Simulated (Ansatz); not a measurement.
**CH₂STe (SMILES S=C[TeH]): a relaxed scan of the bond length C2–H4**

An exercise on one series of results from a longer session: the logs are not shown, and one member is left open.

Computed with Ansatz 0.2.0, Gaussian basis. Level: single points in def2-TZVPP.

Levels: PBE-D4, r2SCAN-D4, PBE0-D4, B3LYP-D4, wB97M-V, Hartree-Fock, MP2, CCSD, CCSD(T). The scan takes 0.981, 1.003, 1.035, 1.073, 1.114, 1.159, 1.206, 1.256, 1.308 Å.

Cores are frozen in the correlated methods. Filled d shells of the heavier atoms are correlated. Core potentials replace the inner electrons past krypton, and spin-orbit coupling is left out. B3LYP uses VWN-RPA correlation.

181 further runs of the same task are left out: 181 set aside as unsound or not needed.

### The system as given

The minimum, relaxed at PBE0-D4: SMILES `S=C[TeH]`, 5 atoms, charge 0, spin multiplicity 1.

Atoms are counted from 1 here; the program's logs count them from 0.

Bond lengths: S1–C2 1.606 Å, C2–Te3 2.080 Å, C2–H4 1.090 Å, Te3–H5 1.661 Å. Angles: S1–C2–Te3 124.9°, S1–C2–H4 122.5°, Te3–C2–H4 112.6°, C2–Te3–H5 93.9°.

Geometry (Å):

```
S    -0.8594   -1.8836   -0.7077
C    -0.3591   -0.5366    0.0108
Te    0.9803    0.8251   -0.8119
H    -0.6997   -0.2421    1.0038
H     0.9379    1.8372    0.5049
```

Energies of the minimum (eV), from earlier single points: PBE-D4 -19192.13040, r2SCAN-D4 -19199.61456, PBE0-D4 -19193.35552, B3LYP-D4 -19201.27391, wB97M-V -19196.12012, CCSD(T) -19167.07526.

At the minimum the bond length C2–H4 is 1.090 Å.

The first run:

Input file relax/in.yaml:

```yaml
crystal:
  periodic: [false, false, false]
  atoms:
    - {symbol: S, position_ang: [-0.859355, -1.883598, -0.707686]}
    - {symbol: C, position_ang: [-0.359147, -0.536639, 0.010841]}
    - {symbol: Te, position_ang: [0.980328, 0.825134, -0.811919]}
    - {symbol: H, position_ang: [-0.665561, -0.271649, 0.904290]}
    - {symbol: H, position_ang: [0.937881, 1.837224, 0.504914]}
basis:
  gaussian: {orbitals: def2-TZVP}
hamiltonian: {xc: pbe0, dispersion: d4}
relax: {f_tol: 0.005, max_steps: 200, constraints: [{distance: [1, 3]}]}
```

Launch:

```bash
> ansatz run in.yaml --threads 2 --pin off --events-out ev --progress --plain --max-ram 4352MiB
```

Among the steps run: C2–H4 = 0.981 Å; C2–H4 = 1.003 Å; C2–H4 = 1.035 Å; C2–H4 = 1.073 Å; C2–H4 = 1.114 Å; C2–H4 = 1.159 Å; C2–H4 = 1.206 Å; C2–H4 = 1.256 Å; C2–H4 = 1.308 Å.

One of the session's tables, all rows but one given; the rest of the session is left out.

It belongs to the step «The curves». Energies less that of the minimum at the same level (kJ/mol):

| bond length (Å) | PBE-D4 | PBE0-D4 | B3LYP-D4 | wB97M-V | Hartree-Fock |
| --- | --- | --- | --- | --- | --- |
| 0.981 | 25.7 | 23.5 | 22.3 | 22.5 | 19.6 |
| 1.003 | 16.1 | 14.3 | 13.4 | 13.5 | 11.0 |
| 1.035 | 6.5 | 5.3 | 4.8 | 4.8 | 3.1 |
| 1.073 | 0.8 | 0.5 | 0.3 | 0.3 | -0.3 |
| 1.090 (minimum) | 0.0 | 0.0 | 0.0 | 0.0 | 0.0 |
| 1.114 | ? | ? | ? | ? | ? |
| 1.159 | 5.0 | 6.7 | 7.0 | 7.2 | 9.8 |
| 1.206 | 14.3 | 17.3 | 17.6 | 18.0 | 22.8 |
| 1.256 | 27.8 | 32.3 | 32.5 | 33.2 | 40.4 |
| 1.308 | 44.5 | 50.6 | 50.5 | 51.8 | 61.9 |

**Question.** Estimate the row for bond length (Å) = 1.114.

**Answer.** PBE-D4: 0.4; PBE0-D4: 0.9; B3LYP-D4: 1.1; wB97M-V: 1.1; Hartree-Fock: 1.9.

To keep in mind: A polynomial through the near points puts the CCSD(T) minimum 0.002 Å below the PBE0-D4 value.
